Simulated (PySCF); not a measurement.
# The bond of Cs2+, level by level

An exercise on one series of results from a longer session: the logs are not shown, and one member is left open.

Program: PySCF 2.14.0. Level of theory: Cs def2-SVPD with ECP46, scalar-relativistic core potentials. These are calculated values, not measurements.

Set-up of the first run:

Settings of the job:

| Property | Result |
| --- | --- |
| atoms | Cs, Cs |
| charge | 1 |
| basis | Cs def2-SVPD with ECP46 |
| Hamiltonian | scalar-relativistic core potentials |
| basis functions | 54 |
| electrons treated | 17 |
| masses in u | 132.9054, 132.9054 |
| levels | PBE0, PBE, r²SCAN, PW91, M06, MN15, CAM-B3LYP, HF, MP2, SCS-MP2, CCSD, CCSD(T) |
| grid | 80 radial by 434 angular points |
| occupations | held fixed by the projection of orbital angular momentum |
| dissociation limit | Cs+ + Cs, each in its ground configuration |
| starting distance in angstrom | 4.510 |
| values of 2S to try | 1, 3 |

Launch:

```
OMP_NUM_THREADS=1 python dia.py task.json out
```

Among the steps run: Set-up; First curve: PBE0; Other states along the same grid; PBE (GGA); r²SCAN (meta-GGA); PW91 (GGA); M06 (hybrid meta-GGA); MN15; CAM-B3LYP (range-separated hybrid); UHF; Correlated methods on the Hartree–Fock reference.

One of the session's tables, all rows but one given; the rest of the session is left out.

It belongs to the step «The curves together». Energy (eV) from each level's lowest point:

```
R (Å)    UHF  UHF-MP2  UHF-SCS-MP2  UHF-CCSD  UHF-CCSD(T)
4.721  0.171    0.091        0.103       n/a          n/a
4.940  0.101    0.045        0.053     0.043        0.041
5.160  0.053    0.016        0.021     0.015        0.014
5.324  0.028    0.005        0.007     0.004        0.004
5.489  0.012    0.000        0.001     0.000        0.000
5.654      ?        ?            ?         ?            ?
5.873  0.000    0.011        0.007     0.012        0.012
6.148  0.009    0.032        0.026     0.034        0.035
6.477  0.032    0.067        0.060     0.070        0.071
6.916  0.078    0.125        0.116       n/a          n/a
```

Estimate the missing values for R (Å) = 5.654.

Worked estimate for «UHF». A straight line through the neighbours (5.489, 0.012) and (5.873, 0.000) gives 0.012 + (0.000 − 0.012) × (5.654 − 5.489) / (5.873 − 5.489) = 0.007; a parabola fitted to 4 rows on both sides gives 0.003.

As computed: UHF: 0.003; UHF-MP2: 0.001; UHF-SCS-MP2: 0.000; UHF-CCSD: 0.002; UHF-CCSD(T): 0.002. In «UHF» the line misses by +0.004 and the parabola by 0.000.
